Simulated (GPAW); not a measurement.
**CuNH3F (SMILES [NH3]->[Cu][F]) at 3 levels**

Wanted: a comparison of 3 runs (HCTH407/real-space grid, PBE/real-space grid, PBE/dzp) of CuNH3F. The job is set up through an ASE script.

The results are computed with GPAW 26.7.0.

## Step 1: The system as given

CuNH3F: 6 atoms, total charge 0, spin state singlet. As SMILES, `[NH3]->[Cu][F]`. The shape comes from GFN2-xTB, which is rough for such elements, and wasn't checked as a minimum.

Bond lengths: Cu1–N2 1.895 Å, Cu1–F6 1.696 Å, N2–H3 1.016 Å, N2–H4 1.016 Å, N2–H5 1.016 Å. Angles: N2–Cu1–F6 179.3°, Cu1–N2–H3 109.2°, Cu1–N2–H4 108.4°, Cu1–N2–H5 109.0°, H3–N2–H4 110.0°, H3–N2–H5 110.0°, H4–N2–H5 110.1°.

## Step 2: The solvation energy at HCTH407/real-space grid (scalar-relativistic datasets, continuum, electrostatics alone, water's cavity THF) (run 1)

Input file gs_solv.py:

```python
import numpy as np
from ase import Atoms
from ase.units import Bohr, Debye, kcal, mol
from gpaw import GPAW, setup_paths
from gpaw.atom.configurations import parameters
from gpaw.atom.generator import Generator
from gpaw.solvation import EffectivePotentialCavity, GradientSurface, LinearDielectric, Power12Potential, SolvationGPAW

# Atomic positions
positions_bohr = np.array(
              [[ -0.025096,   0.012208,  -2.163396],
               [  0.002268,  -0.002476,   1.416954],
               [ -0.767645,   1.633801,   2.059877],
               [  1.822641,  -0.149024,   2.009913],
               [ -1.019318,  -1.502106,   2.045081],
               [ -0.012850,   0.007597,  -5.368410]])
system = Atoms(['Cu', 'N', 'H', 'H', 'H', 'F'], positions=positions_bohr * Bohr)
system.center(vacuum=4.5)

# Generate the setups first
for symbol in ['Cu', 'F', 'H', 'N']:
    Generator(symbol, xcname='HCTH407', scalarrel=True, nofiles=True, txt=None).run(**parameters[symbol])
setup_paths.insert(0, '.')

# Ground state
gpaw_calc = GPAW(mode='fd',
                 occupations={'name': 'fermi-dirac', 'width': 0.01},
                 maxiter=150,
                 h=0.18,
                 xc='HCTH407',
                 legacy_gpaw=True,
                 txt='gs.txt')
system.calc = gpaw_calc
e_gas = system.get_potential_energy()
mu_gas = np.linalg.norm(system.get_dipole_moment()) / Debye

# Dielectric constant of THF; cavity of the water model, electrostatics alone
solvent = dict(cavity=EffectivePotentialCavity(effective_potential=Power12Potential(atomic_radii={'H': 1.09}, u0=0.18),
                                               temperature=298.15, surface_calculator=GradientSurface()),
               dielectric=LinearDielectric(epsinf=7.43),
               interactions=[])
gpaw_calc = SolvationGPAW(mode='fd',
                          h=0.18,
                          xc='HCTH407',
                          occupations={'name': 'fermi-dirac', 'width': 0.01},
                          maxiter=150,
                          txt='solvated.txt',
                          **solvent)
system.calc = gpaw_calc
e_sol = system.get_potential_energy()
mu_sol = np.linalg.norm(system.get_dipole_moment()) / Debye
dg = (e_sol - e_gas) / (kcal / mol)
print(f'Electrostatic solvation energy{dg:.2f} kcal/mol')
print(f'Dipole {mu_gas:.3f} D in gas, {mu_sol:.3f} D in solution')
```

The run is started by

```console
python gs_solv.py > gs_solv.log
```

The program printed:

```text
Electrostatic solvation energy-18.45 kcal/mol
Dipole 7.869 D in gas, 9.341 D in solution
```

gs.txt:

```text
___ ___ ___ _ _ _
 |   |   |_  | | | |
 | | | | | . | | | |
 |__ |  _|___|_____|  26.7.0
 |___|_|

units:  Angstrom and eV
cores:  1
OpenMP: False

Versions:
  Python: 3.12.14
  ASE:    3.29.0
  Numpy:  2.5.5
  Scipy:  1.18.1
  Libxc:  7.0.0

Input parameters:
  h: 0.18
  maxiter: 150
  mode: fd
  occupations: {name: fermi-dirac,
                width: 0.01}
  xc: HCTH407

System changes: positions, numbers, cell, pbc, initial_charges, initial_magmoms

Initialize ...

[... 100 lines left out ...]
Reference energy: -49287.837827  # eV
[... 4 lines left out ...]
 Maximum [total energy] change in last 3 cyles: 0.0005 eV / valence electron
[... 14 lines left out ...]
       k-points in crystal coordinates                weights
[... 125 lines left out ...]
Converged after 22 iterations.
[... 13 lines left out ...]
Free energy:    -26.555835
[... 90 lines left out ...]
Memory usage: 564.95 MiB
```

solvated.txt:

```text
___ ___ ___ _ _ _
 |   |   |_  | | | |
 | | | | | . | | | |
 |__ |  _|___|_____|  26.7.0
 |___|_|

units:  Angstrom and eV
cores:  1
OpenMP: False

Versions:
  Python: 3.12.14
  ASE:    3.29.0
  Numpy:  2.5.5
  Scipy:  1.18.1
  Libxc:  7.0.0

Input parameters:
  h: 0.18
  maxiter: 150
  mode: fd
  occupations: {name: fermi-dirac,
                width: 0.01}
  xc: HCTH407

[... 122 lines left out ...]
Convergence criteria:
[... 15 lines left out ...]
       k-points in crystal coordinates                weights
[... 35 lines left out ...]
      Finite-difference x-derivative with O(h^6) error (6 points)
      Finite-difference y-derivative with O(h^6) error (6 points)
      Finite-difference z-derivative with O(h^6) error (6 points)
[... 42 lines left out ...]
Bands to converge: occupied
[... 83 lines left out ...]
Free energy:    -27.355866
[... 76 lines left out ...]
Memory usage: 927.66 MiB
```

It took 7.6 min on 1 thread of AMD EPYC (Zen 3), shared host; peak memory 0.91 GiB.

## Step 3: Energy and one-electron properties at PBE/real-space grid (scalar-relativistic datasets) (run 2)

Input file CuFH3N.py:

```python
import numpy as np
from ase import Atoms
from ase.units import Bohr, Debye
from gpaw import GPAW

positions_bohr = np.array(
              [[ -0.025096,   0.012208,  -2.163396],
               [  0.002268,  -0.002476,   1.416954],
               [ -0.767645,   1.633801,   2.059877],
               [  1.822641,  -0.149024,   2.009913],
               [ -1.019318,  -1.502106,   2.045081],
               [ -0.012850,   0.007597,  -5.368410]])
system = Atoms(["Cu", "N", "H", "H", "H", "F"], positions=positions_bohr * Bohr)
system.center(vacuum=4.5)

calculator = GPAW(mode="fd",
                  h=0.18,
                  xc="PBE",
                  occupations={"name": "fermi-dirac", "width": 0.01},
                  maxiter=150,
                  txt="-")
system.calc = calculator

energy = system.get_potential_energy()
print(f"Energy                  {energy:.5f} eV")
forces = system.get_forces()
print("Forces (eV/Ang)")
for symbol, f in zip(system.symbols, forces):
    print(f'{symbol:2} {f[0]:9.4f} {f[1]:9.4f} {f[2]:9.4f}')
dipole = system.get_dipole_moment() / Debye
print(f"Dipole: {np.linalg.norm(dipole):.3f} D")
homo, lumo = calculator.get_homo_lumo()
print(f"HOMO                    {homo:.3f} eV")
print(f"LUMO: {lumo:.3f} eV")
print(f"Gap: {lumo - homo:.3f} eV")
```

The run is started by

```console
python CuFH3N.py
```

The program printed:

```text
[...]
Number of symmetries: 1
[...]
  Number of IBZ points: 1
[...]
Spin-components: 1 (collinear spins)
Bands:           20
[...]
  Valence electrons: 26.0
[...]
  Grid points: [60 60 72]
  Charge: 0.0  # |e|
[...]
    cutoffs:
[...]
occupation numbers:
  Fermi-Dirac:
[...]
xc functional:
  name: PBE with 2 nearest neighbor stencil
[...]
|iter     |     time |      energy | eigst |  dens |
[...]
|iter:   1| 00:00:20 |  -31.040160 | +1.06 |       |
[...]
|iter:  15| 00:01:59 |  -27.131868c| -7.47c| -6.15c|
Converged in 15 steps
[...]
Energy contributions relative to reference atoms: (reference = -49254.724617)
Energy contributions:
  Kinetic:          21.060836
  Coulomb:         -26.566831
  Zero:              0.683370
  External:          0.000000
  Xc:              -22.309243
  Entropy:          -0.000000
  Spinorbit:         0.000000
  ----------------------------
  Free energy:     -27.131868
  Extrapolated:    -27.131868
dipole moment: (0.005492, -0.003211, 1.620076)  # |e|*Ang
Fermi level: -2.984
[...]
Gap: 3.281 eV
Transition (v -> c):
[...]
Forces (eV/Ang)
Cu    0.0312   -0.0167    1.8026
N    -0.0024   -0.0060   -0.6749
H    -0.0874    0.1832    0.2749
H     0.1767   -0.0184    0.2776
H    -0.0929   -0.1589    0.2745
F    -0.0685   -0.1322   -2.0359
Dipole: 7.782 D
HOMO                    -4.936 eV
LUMO: -1.655 eV
Gap: 3.281 eV
```

Wall time 2 min (1 thread of AMD EPYC (Zen 3), shared host); peak memory 0.78 GiB.

## Step 4: Energy and one-electron properties at PBE/dzp (scalar-relativistic datasets) (run 3)

Input file sp.py:

```python
import numpy as np
from ase import Atoms
from ase.units import Bohr, Debye
from gpaw import GPAW

positions_bohr = np.array(
              [[ -0.025096,   0.012208,  -2.163396],
               [  0.002268,  -0.002476,   1.416954],
               [ -0.767645,   1.633801,   2.059877],
               [  1.822641,  -0.149024,   2.009913],
               [ -1.019318,  -1.502106,   2.045081],
               [ -0.012850,   0.007597,  -5.368410]])
atoms = Atoms('CuNHHHF', positions=positions_bohr * Bohr)
atoms.center(vacuum=4.5)

calculator = GPAW(mode='lcao',
                  basis='dzp',
                  h=0.18,
                  xc='PBE',
                  occupations={'name': 'fermi-dirac', 'width': 0.01},
                  maxiter=150,
                  txt='-')
atoms.calc = calculator

energy = atoms.get_potential_energy()
print(f'Energy: {energy:.5f} eV')
forces = atoms.get_forces()
print('Forces (eV/Ang)')
for symbol, f in zip(atoms.symbols, forces):
    print(f'{symbol:2} {f[0]:9.4f} {f[1]:9.4f} {f[2]:9.4f}')
dipole = atoms.get_dipole_moment() / Debye
print(f'Dipole = {np.linalg.norm(dipole):.3f} D')
homo, lumo = calculator.get_homo_lumo()
print(f'HOMO                    {homo:.3f} eV')
print(f'LUMO: {lumo:.3f} eV')
print(f'Gap                     {lumo - homo:.3f} eV')
```

The run is started by

```console
python3 sp.py
```

The program printed:

```text
[...]
Number of symmetries: 1
[...]
  Number of IBZ points: 1
[...]
basis functions: 56
Spin-components: 1 (collinear spins)
Bands:           20
[...]
  Valence electrons: 26.0
[...]
  Grid points: [60 60 72]
  Charge: 0.0  # |e|
[...]
    cutoffs:
[...]
occupation numbers:
  Fermi-Dirac:
[...]
xc functional:
  name: PBE with 2 nearest neighbor stencil
[...]
|iter     |     time |      energy | eigst |  dens |
[...]
|iter:   1| 00:00:23 |  -26.762147 |      c|       |
[...]
|iter:   9| 00:00:44 |  -24.417460c|      c| -4.07c|
Converged in 9 steps
[...]
Energy contributions relative to reference atoms: (reference = -49254.724617)
Energy contributions:
  Kinetic:          22.249022
  Coulomb:         -23.216432
  Zero:              0.527100
  External:          0.000000
  Xc:              -23.977150
  Entropy:          -0.000000
  Spinorbit:         0.000000
  ----------------------------
  Free energy:     -24.417460
  Extrapolated:    -24.417460
dipole moment: (0.004976, -0.002663, 1.645956)  # |e|*Ang
Fermi level: -2.372
[...]
Gap: 3.588 eV
Transition (v -> c):
[...]
Forces (eV/Ang)
Cu    0.0234   -0.0068    2.0946
N     0.0362    0.0443   -1.3799
H    -0.3149    0.6499    0.4827
H     0.7129   -0.0605    0.4715
H    -0.3886   -0.5832    0.4753
F    -0.0385   -0.0593   -2.1574
Dipole = 7.906 D
HOMO                    -3.913 eV
LUMO: -0.325 eV
Gap                     3.588 eV
```

Wall time 47 s (1 thread of AMD EPYC (Zen 3), shared host); peak memory 0.63 GiB.

## Step 5: Overview of the runs

| run | level | task | dielectric constant | energy (Eh) | dipole moment (D) | HOMO energy (eV) | LUMO energy (eV) | wall time |
| --- | --- | --- | --- | --- | --- | --- | --- | --- |
| 1 | HCTH407/real-space grid (scalar-relativistic datasets, continuum, electrostatics alone, water's cavity THF) | solvation | 7.43 | -1812.299941 | 9.34 | -4.87 | -1.16 | 7.6 min |
| 2 | PBE/real-space grid (scalar-relativistic datasets) | properties | – | -1811.074821 | 7.78 | -4.94 | -1.66 | 2 min |
| 3 | PBE/dzp (scalar-relativistic datasets) | properties | – | -1810.975069 | 7.91 | -3.91 | -0.33 | 47 s |

## Step 6: Outcome

| quantity | value |
| --- | --- |
| run 3: energy as printed (from the program's reference atoms) | -24.4175 eV |
| run 3: dipole moment | 7.91 D |
| run 3: HOMO energy | -3.91 eV |
| run 3: LUMO energy | -0.33 eV |
| run 3: HOMO–LUMO gap | 3.59 eV |
| run 3: largest force on an atom | 2.159 eV/Å |

The dipole moment (its size) runs from 7.78 D (PBE/real-space grid) to 9.34 D (HCTH407/real-space grid). The two ends differ in method and solvent. The HOMO–LUMO gap runs from 3.28 eV (PBE/real-space grid) to 3.71 eV (HCTH407/real-space grid). Totals of different functionals can't be ranked against each other. All runs together took 10 min, the longest 7.6 min.
